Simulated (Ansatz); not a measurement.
# BiH4: the cost of one run

Program: Ansatz 0.2.0. Level of theory: DFT PBE, scalar-relativistic, plane waves, PAW. These are calculated values, not measurements.

## Step 1: Starting point

The structure is cubic, space group F-43m (No. 216). The conventional cell has a = 6.106 Å, b = 6.106 Å, c = 6.106 Å, α = 90.00°, β = 90.00°, γ = 90.00°. Bi (site symmetry -43m) is surrounded by 12 H at 2.49 Å. H (site symmetry 3m) has 3 H at 1.38 Å as nearest neighbours.

Structure file:

```cif
data_structure
_symmetry_space_group_name_H-M 'P 1'
_symmetry_Int_Tables_number 1
_cell_length_a 4.3179
_cell_length_b 4.3179
_cell_length_c 4.3179
_cell_angle_alpha 60.000
_cell_angle_beta 60.000
_cell_angle_gamma 60.000
_cell_volume 56.93
loop_
_atom_site_label
_atom_site_type_symbol
_atom_site_fract_x
_atom_site_fract_y
_atom_site_fract_z
_atom_site_occupancy
Bi1 Bi 0.25000 0.25000 0.25000 1
H1 H 0.57988 0.57988 0.57988 1
H2 H 0.57988 0.57988 0.26037 1
H3 H 0.57988 0.26037 0.57988 1
H4 H 0.26037 0.57988 0.57988 1
```

The cell is invented: random cell by space group and Wyckoff sites (F-43m, No. 216). Lengths come from tabulated atomic sizes and are only a guess.

## Step 2: A first look at the guess

input.yaml

```yaml
crystal:
  lattice:
    - [0.0, 3.05324999, 3.05324999]
    - [3.05324999, 0.0, 3.05324999]
    - [3.05324999, 3.05324999, 0.0]
  atoms:
    - { symbol: Bi, position: [0.25, 0.25, 0.25] }
    - { symbol: H, position: [0.57987738, 0.57987738, 0.57987738] }
    - { symbol: H, position: [0.57987738, 0.57987738, 0.26036786] }
    - { symbol: H, position: [0.57987738, 0.26036786, 0.57987738] }
    - { symbol: H, position: [0.26036786, 0.57987738, 0.57987738] }
basis:
  ecutwfc: 420
kpoints:
  mp_grid: { grid: [6, 6, 6] }
hamiltonian:
  xc: pbe
scf:
  occupations: { method: gaussian, width: 0.1 }
  lower_state_search: "off"
output:
  forces: true
  stress: true
  eigenvalues: true
```

Command:

```bash
ansatz run input.yaml --threads 1 --pin off --max-ram 2048MiB --backend cpu --events-out ev --progress --plain --runs-dir out
```

Q: Estimate wall time and peak memory on 1 thread of Arm Neoverse V1, shared host.

About 1.6 s, with a peak of 0.29 GiB.
